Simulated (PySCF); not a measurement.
**[C2CuN2]− ([Cu(CN)2]-): levels of theory compared**

We compute a comparison of 6 runs (HF/3-21G, HF/def2-SVP, B3LYP/6-31G*, MP2/aug-cc-pVDZ, CCSD(T)/pcseg-1) of [C2CuN2]− ([Cu(CN)2]-). Input form: a Python script.

The results are computed with PySCF 2.14.0.

## Step 1: Starting point

[C2CuN2]− has 5 atoms, charge -1, and is taken as a singlet. SMILES: `N#[C][Cu-][C]#N`. The shape comes from GFN2-xTB, which is rough for such elements, and wasn't checked as a minimum.

Bond lengths: Cu1–C2 1.870 Å, C2–N3 1.161 Å, Cu1–C4 1.869 Å, C4–N5 1.161 Å. Angles: Cu1–C2–N3 179.4°, C2–Cu1–C4 179.7°, Cu1–C4–N5 179.8°.

## Step 2: Energy and forces at HF/3-21G (run 1)

Input file input.xyz:

```xyz
5
C2CuN2
Cu     0.005520     0.005700    -0.000390
C      0.005960     0.010730     1.869250
N     -0.006440     0.012090     3.030000
C     -0.000160    -0.007840    -1.869040
N     -0.004870    -0.020700    -3.029820
```

Input file run.py:

```python
from pyscf import gto

mol = gto.M(
    atom='input.xyz',
    basis='3-21g',
    max_memory=1860,
    charge=-1,
    verbose=4,
)

calc0 = mol.RHF()
calc0.conv_tol = 1e-10
calc0.kernel()
if not calc0.converged:
    calc0 = calc0.newton().run(calc0.mo_coeff, calc0.mo_occ)

e_final = calc0.e_tot
print(f'total energy: {e_final:.8f} hartree')
grad = calc0.nuc_grad_method().kernel()
dip = calc0.dip_moment()
pop, q = calc0.mulliken_pop()
```

On the command line:

```
$ OMP_NUM_THREADS=1 python run.py
```

Output:

```text
PySCF version 2.14.0

[INPUT] num. atoms = 5
[INPUT] num. electrons = 56
[INPUT] charge = -1
[INPUT] spin (= nelec alpha-beta = 2S) = 0
[INPUT] symmetry False subgroup None
[INPUT] Mole.unit = angstrom
[INPUT] Symbol           X                Y                Z      unit          X                Y                Z       unit  Magmom
[INPUT]  1 Cu     0.005520000000   0.005700000000  -0.000390000000 AA    0.010431288208   0.010771438910  -0.000736993189 Bohr   0.0
[INPUT]  2 C      0.005960000000   0.010730000000   1.869250000000 AA    0.011262767702   0.020276761317   3.532370558343 Bohr   0.0
[INPUT]  3 N     -0.006440000000   0.012090000000   3.030000000000 AA   -0.012169836242   0.022846788846   5.725870157432 Bohr   0.0
[INPUT]  4 C     -0.000160000000  -0.007840000000  -1.869040000000 AA   -0.000302356180  -0.014815452817  -3.531973715857 Bohr   0.0
[INPUT]  5 N     -0.004870000000  -0.020700000000  -3.029820000000 AA   -0.009202966227  -0.039117330778  -5.725530006730 Bohr   0.0

[... 48 lines left out ...]
converged SCF energy = -1814.4202603615
total energy: -1814.42026036 hartree
[... 12 lines left out ...]
WARN: System has nonzero charge -1; the dipole moment is origin-dependent.
[... 2 lines left out ...]
Dipole moment(X, Y, Z, Debye):  0.02090,  0.02065, -0.00050
[... 30 lines left out ...]
pop of  1 C 3s            1.00765
pop of  1 C 2px           0.37407
pop of  1 C 2py           0.37404
pop of  1 C 2pz           0.73912
pop of  1 C 3px           0.52849
pop of  1 C 3py           0.52851
pop of  1 C 3pz           0.19942
pop of  2 N 1s            1.99047
pop of  2 N 2s            0.41437
pop of  2 N 3s            1.45460
pop of  2 N 2px           0.46162
pop of  2 N 2py           0.46160
pop of  2 N 2pz           0.75352
pop of  2 N 3px           0.65987
pop of  2 N 3py           0.65987
pop of  2 N 3pz           0.74038
pop of  3 C 1s            1.98961
pop of  3 C 2s            0.41344
pop of  3 C 3s            1.00756
pop of  3 C 2px           0.37405
pop of  3 C 2py           0.37409
pop of  3 C 2pz           0.73920
pop of  3 C 3px           0.52860
pop of  3 C 3py           0.52857
pop of  3 C 3pz           0.19921
pop of  4 N 1s            1.99047
pop of  4 N 2s            0.41438
pop of  4 N 3s            1.45461
pop of  4 N 2px           0.46158
pop of  4 N 2py           0.46161
pop of  4 N 2pz           0.75349
pop of  4 N 3px           0.65987
pop of  4 N 3py           0.65988
pop of  4 N 3pz           0.74037
 ** Mulliken atomic charges  **
charge of    0Cu =      0.50121
charge of    1C =     -0.15432
charge of    2N =     -0.59630
charge of    3C =     -0.15433
charge of    4N =     -0.59626
```

Run time: 2 s. Hardware: 1 thread of Arm Neoverse V1, shared host; peak memory 0.13 GiB.

## Step 3: Energy and forces at HF/def2-SVP (run 2)

Input file job.py:

```python
import pyscf.grad
from pyscf import gto, scf

mol = gto.M(
    atom='''
Cu     0.005520     0.005700    -0.000390
C      0.005960     0.010730     1.869250
N     -0.006440     0.012090     3.030000
C     -0.000160    -0.007840    -1.869040
N     -0.004870    -0.020700    -3.029820
''',
    charge=-1,
    max_memory=1860,
    basis='def2-svp',
    verbose=4,
)

calc0 = scf.RHF(mol)
calc0.conv_tol = 1e-10
calc0.kernel()
if not calc0.converged:
    calc0 = calc0.newton().run(calc0.mo_coeff, calc0.mo_occ)

e_tot = calc0.e_tot
print('E = %.10f Eh' % e_tot)
grad = calc0.Gradients().kernel()
calc0.analyze()
```

On the command line:

```
$ OMP_NUM_THREADS=1 python job.py
```

Output:

```text
PySCF version 2.14.0

[INPUT] num. atoms = 5
[INPUT] num. electrons = 56
[INPUT] charge = -1
[INPUT] spin (= nelec alpha-beta = 2S) = 0
[INPUT] symmetry False subgroup None
[INPUT] Mole.unit = angstrom
[INPUT] Symbol           X                Y                Z      unit          X                Y                Z       unit  Magmom
[INPUT]  1 Cu     0.005520000000   0.005700000000  -0.000390000000 AA    0.010431288208   0.010771438910  -0.000736993189 Bohr   0.0
[INPUT]  2 C      0.005960000000   0.010730000000   1.869250000000 AA    0.011262767702   0.020276761317   3.532370558343 Bohr   0.0
[INPUT]  3 N     -0.006440000000   0.012090000000   3.030000000000 AA   -0.012169836242   0.022846788846   5.725870157432 Bohr   0.0
[INPUT]  4 C     -0.000160000000  -0.007840000000  -1.869040000000 AA   -0.000302356180  -0.014815452817  -3.531973715857 Bohr   0.0
[INPUT]  5 N     -0.004870000000  -0.020700000000  -3.029820000000 AA   -0.009202966227  -0.039117330778  -5.725530006730 Bohr   0.0

[... 66 lines left out ...]
Two-electron Coulomb Energy =         1039.905863853462051
[... 9 lines left out ...]
MO #7   energy= -15.365773877563   occ= 2
[... 7 lines left out ...]
MO #15  energy= -0.995451552200796 occ= 2
[... 7 lines left out ...]
MO #23  energy= -0.310206766285911 occ= 2
[... 7 lines left out ...]
MO #31  energy= 0.320622411611674  occ= 0
[... 7 lines left out ...]
MO #39  energy= 0.911433718850879  occ= 0
[... 7 lines left out ...]
MO #47  energy= 1.17021689444905   occ= 0
[... 7 lines left out ...]
MO #55  energy= 1.51085248153709   occ= 0
[... 7 lines left out ...]
MO #63  energy= 2.12695271093857   occ= 0
[... 7 lines left out ...]
MO #71  energy= 2.80245961136182   occ= 0
[... 7 lines left out ...]
MO #79  energy= 3.87152174682398   occ= 0
[... 7 lines left out ...]
MO #87  energy= 6.56820193159553   occ= 0
[... 60 lines left out ...]
pop of  2 N 3dx2-y2       0.00000
pop of  3 C 1s            1.99996
pop of  3 C 2s            1.31910
pop of  3 C 3s            0.02408
pop of  3 C 2px           0.87373
pop of  3 C 2py           0.87377
pop of  3 C 2pz           1.22979
pop of  3 C 3px           0.00174
pop of  3 C 3py           0.00174
pop of  3 C 3pz           0.01378
pop of  3 C 3dxy          0.00001
pop of  3 C 3dyz          0.00360
pop of  3 C 3dz^2         0.00344
pop of  3 C 3dxz          0.00360
pop of  3 C 3dx2-y2       0.00001
pop of  4 N 1s            1.99997
pop of  4 N 2s            1.54115
pop of  4 N 3s            0.02197
pop of  4 N 2px           1.12834
pop of  4 N 2py           1.12838
pop of  4 N 2pz           1.53159
pop of  4 N 3px           0.00182
pop of  4 N 3py           0.00182
pop of  4 N 3pz           0.00408
pop of  4 N 3dxy          0.00000
pop of  4 N 3dyz          0.00284
pop of  4 N 3dz^2         0.00791
pop of  4 N 3dxz          0.00284
pop of  4 N 3dx2-y2       0.00000
 ** Mulliken atomic charges  **
charge of    0Cu =      0.44219
charge of    1C =     -0.34840
charge of    2N =     -0.37273
charge of    3C =     -0.34835
charge of    4N =     -0.37270

WARN: System has nonzero charge -1; the dipole moment is origin-dependent.
Location of origin: [0. 0. 0.]

Dipole moment(X, Y, Z, Debye):  0.02168,  0.02220, -0.00118
```

Run time: 6.3 s. Hardware: 1 thread of Arm Neoverse V1, shared host; peak memory 0.17 GiB.

Runs 3 to 5 aren't shown in full; the table further down has their settings and results.

## Step 4: A single-point energy at CCSD(T)/pcseg-1 (run 6)

Input file geometry.xyz:

```xyz
5
C2CuN2
Cu     0.005520     0.005700    -0.000390
C      0.005960     0.010730     1.869250
N     -0.006440     0.012090     3.030000
C     -0.000160    -0.007840    -1.869040
N     -0.004870    -0.020700    -3.029820
```

Input file job.py:

```python
from pyscf import gto, cc

system = gto.Mole()
system.atom = 'geometry.xyz'
system.charge = -1
system.basis = 'pcseg-1'
system.verbose = 4
system.max_memory = 1860
system.build()

mf = system.RHF()
mf.conv_tol = 1e-10
mf.kernel()
if not mf.converged:
    mf = mf.newton().run(mf.mo_coeff, mf.mo_occ)

mycc = cc.CCSD(mf, frozen=9)
mycc.kernel()
e_t = mycc.ccsd_t()
e_final = mycc.e_tot + e_t
print(f'total energy: {e_final:.8f} hartree')
mf.analyze()
```

On the command line:

```
$ OMP_NUM_THREADS=1 python job.py
```

Output:

```text
PySCF version 2.14.0

[INPUT] num. atoms = 5
[INPUT] num. electrons = 56
[INPUT] charge = -1
[INPUT] spin (= nelec alpha-beta = 2S) = 0
[INPUT] symmetry False subgroup None
[INPUT] Mole.unit = angstrom
[INPUT] Symbol           X                Y                Z      unit          X                Y                Z       unit  Magmom
[INPUT]  1 Cu     0.005520000000   0.005700000000  -0.000390000000 AA    0.010431288208   0.010771438910  -0.000736993189 Bohr   0.0
[INPUT]  2 C      0.005960000000   0.010730000000   1.869250000000 AA    0.011262767702   0.020276761317   3.532370558343 Bohr   0.0
[INPUT]  3 N     -0.006440000000   0.012090000000   3.030000000000 AA   -0.012169836242   0.022846788846   5.725870157432 Bohr   0.0
[INPUT]  4 C     -0.000160000000  -0.007840000000  -1.869040000000 AA   -0.000302356180  -0.014815452817  -3.531973715857 Bohr   0.0
[INPUT]  5 N     -0.004870000000  -0.020700000000  -3.029820000000 AA   -0.009202966227  -0.039117330778  -5.725530006730 Bohr   0.0

[... 84 lines left out ...]
One-electron Energy =                -3001.221748079111421
[... 10 lines left out ...]
MO #6   energy= -15.3623847087045  occ= 2
[... 8 lines left out ...]
MO #15  energy= -1.02063576841784  occ= 2
[... 8 lines left out ...]
MO #24  energy= -0.284623107136132 occ= 2
[... 8 lines left out ...]
MO #33  energy= 0.398660031161701  occ= 0
[... 8 lines left out ...]
MO #42  energy= 0.866831195942184  occ= 0
[... 8 lines left out ...]
MO #51  energy= 1.18439088188268   occ= 0
[... 8 lines left out ...]
MO #60  energy= 2.03447585910472   occ= 0
[... 8 lines left out ...]
MO #69  energy= 2.61008476108319   occ= 0
[... 8 lines left out ...]
MO #78  energy= 3.29423376084854   occ= 0
[... 8 lines left out ...]
MO #87  energy= 6.006664906195     occ= 0
[... 60 lines left out ...]
pop of  2 N 3dx2-y2       0.00000
pop of  3 C 1s            1.99998
pop of  3 C 2s            1.33245
pop of  3 C 3s            0.02937
pop of  3 C 2px           0.86486
pop of  3 C 2py           0.86489
pop of  3 C 2pz           1.21783
pop of  3 C 3px           0.00205
pop of  3 C 3py           0.00206
pop of  3 C 3pz           0.01580
pop of  3 C 3dxy          0.00001
pop of  3 C 3dyz          0.00382
pop of  3 C 3dz^2         0.00376
pop of  3 C 3dxz          0.00382
pop of  3 C 3dx2-y2       0.00001
pop of  4 N 1s            1.99998
pop of  4 N 2s            1.55595
pop of  4 N 3s            0.01806
pop of  4 N 2px           1.13380
pop of  4 N 2py           1.13384
pop of  4 N 2pz           1.51892
pop of  4 N 3px           0.00378
pop of  4 N 3py           0.00378
pop of  4 N 3pz           0.00403
pop of  4 N 3dxy          0.00000
pop of  4 N 3dyz          0.00315
pop of  4 N 3dz^2         0.00775
pop of  4 N 3dxz          0.00315
pop of  4 N 3dx2-y2       0.00000
 ** Mulliken atomic charges  **
charge of    0Cu =      0.45388
charge of    1C =     -0.34078
charge of    2N =     -0.38620
charge of    3C =     -0.34072
charge of    4N =     -0.38618

WARN: System has nonzero charge -1; the dipole moment is origin-dependent.
Location of origin: [0. 0. 0.]

Dipole moment(X, Y, Z, Debye):  0.02578,  0.02487, -0.00118
```

It took 72 s on 1 thread of Arm Neoverse V1, shared host; peak memory 0.5 GiB.

## Step 5: The series

| run | level | integration grid | Cartesian functions | energy (Eh) | HOMO energy (eV) | LUMO energy (eV) | HOMO–LUMO gap (eV) | wall time |
| --- | --- | --- | --- | --- | --- | --- | --- | --- |
| 1 | HF/3-21G | – | no | -1814.420260 | -3.30 | 0.84 | 4.13 | 2 s |
| 2 | HF/def2-SVP | – | no | -1823.272979 | -6.57 | 5.86 | 12.42 | 6.3 s |
| 3 | B3LYP/6-31G* (spherical functions) | 5 | no | -1826.070380 | -1.78 | 3.56 | 5.33 | 35 s |
| 4 | B3LYP/6-31G* (Cartesian functions) | 5 | yes | -1826.082939 | -1.77 | 3.54 | 5.31 | 41 s |
| 5 | MP2/aug-cc-pVDZ | – | no | -1825.084766 | -6.95 | 3.18 | 10.12 | 1.8 min |
| 6 | CCSD(T)/pcseg-1 | – | no | -1824.368046 | -6.72 | 7.64 | 14.36 | 72 s |

## Step 6: What came out

| quantity | value |
| --- | --- |
| run 6: total energy | -1824.36805 Eh |
| run 6: HOMO energy (Hartree–Fock orbitals) | -6.72 eV |
| run 6: LUMO energy (Hartree–Fock orbitals) | 7.64 eV |
| run 6: HOMO–LUMO gap (to an unbound level, set by the basis) | 14.36 eV |
| run 6: correlation energy (9 core orbitals frozen) | -976.2 mEh |
| run 6: (T) correction | -51.84 mEh |
| run 6: T1 diagnostic | 0.024 |

What this shows: Over runs 1, 2, 3, 4 the HOMO–LUMO gap runs from 4.13 eV (HF/3-21G) to 12.42 eV (HF/def2-SVP). The empty levels of an anion lie above zero and hang on the basis. All runs together took 4.3 min, the longest 1.8 min.
